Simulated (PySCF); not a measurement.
# BeH: bond curves at several levels of theory

One job finds the state of BeH, follows it along the bond with each method and fits the curves.

Computed with PySCF 2.14.0. Level: Be jorge-DZP-DKH, H jorge-DZP-DKH, spin-free X2C with a Gaussian nucleus.

## Step 1: The job

Settings of the job:

```yaml
atoms: Be, H
charge: 0
basis: Be jorge-DZP-DKH, H jorge-DZP-DKH
Hamiltonian: spin-free X2C with a Gaussian nucleus
basis_functions: 20
electrons_treated: 5
masses_in_u: 9.0122, 1.0078
levels: PBE0, PBE, r²SCAN, BLYP, TPSS, B2PLYP, HF, MP2, SCS-MP2, CCSD, CCSD(T)
grid: 80 radial by 434 angular points
occupations: held fixed by the projection of orbital angular momentum
dissociation_limit: Be + H, each in its ground configuration
starting_distance_in_angstrom: 1.280
values_of_2S_to_try: 1, 3
```

On the command line:

```
OMP_NUM_THREADS=1 python dia.py task.json out
```

After this run come: First curve: PBE0; Other states along the same grid; PBE (GGA); r²SCAN (meta-GGA); BLYP (GGA); TPSS (meta-GGA); B2PLYP (double hybrid); UHF; MP2 and coupled cluster.

Q: Predict the outcome of this session. Wanted: for each run, Re; ωe; De; μ.

The runs gave:

Lowest PBE0 solution found, without spin–orbit coupling: ²Σ⁺ (doublet), unpaired electrons σ ↑. The other levels ran on it alone.

| level | Re (Å) | ωe (cm⁻¹) | De (eV) | μ (D) |
| --- | --- | --- | --- | --- |
| UHF | 1.351 | 2103 | 2.13 | -0.26 |
| UHF-MP2 | 1.350 | 2086 | 2.17 | n/a |
| UHF-SCS-MP2 | 1.350 | 2080 | 2.15 | n/a |
| UHF-CCSD | 1.356 | 2031 | 1.94 | n/a |
| UHF-CCSD(T) | 1.357 | 2025 | 1.95 | n/a |
| PBE | 1.370 | 1962 | 2.32 | -0.17 |
| BLYP | 1.361 | 1980 | 2.37 | -0.19 |
| TPSS | 1.366 | 1988 | 2.55 | -0.14 |
| r²SCAN | 1.363 | 2001 | 2.53 | -0.23 |
| PBE0 | 1.362 | 2013 | 2.35 | -0.19 |
| B2PLYP | 1.352 | 2051 | 2.31 | -0.23 |

De is counted to Be + H in their ground configurations. A positive dipole means Be(−)H(+).

Differences from CCSD(T) in the same basis:

| level | Re (mÅ) | ωe (%) |
| --- | --- | --- |
| UHF | -6 | +3.9 |
| UHF-MP2 | -7 | +3.0 |
| UHF-SCS-MP2 | -7 | +2.7 |
| UHF-CCSD | -1 | +0.3 |
| PBE | +13 | -3.1 |
| BLYP | +4 | -2.2 |
| TPSS | +8 | -1.8 |
| r²SCAN | +6 | -1.2 |
| PBE0 | +5 | -0.6 |
| B2PLYP | -5 | +1.3 |

What this shows: Against CCSD(T) in the same basis, the bond length is nearest at UHF-CCSD (-1 mÅ) and farthest at PBE (+13 mÅ); the wavenumber is nearest at UHF-CCSD (+0.3 %) and farthest at UHF (+3.9 %). Hartree–Fock falls on the short and stiff side, its usual fault. PBE has the long and soft bond that GGAs tend to give. CCSD(T) in a basis this small is itself some way from its limit, more so than the functionals. Among the levels with a De in the table, it runs from 1.94 eV (UHF-CCSD) to 2.55 eV (TPSS).

B2PLYP dipoles, levels and charges come from its SCF part alone.
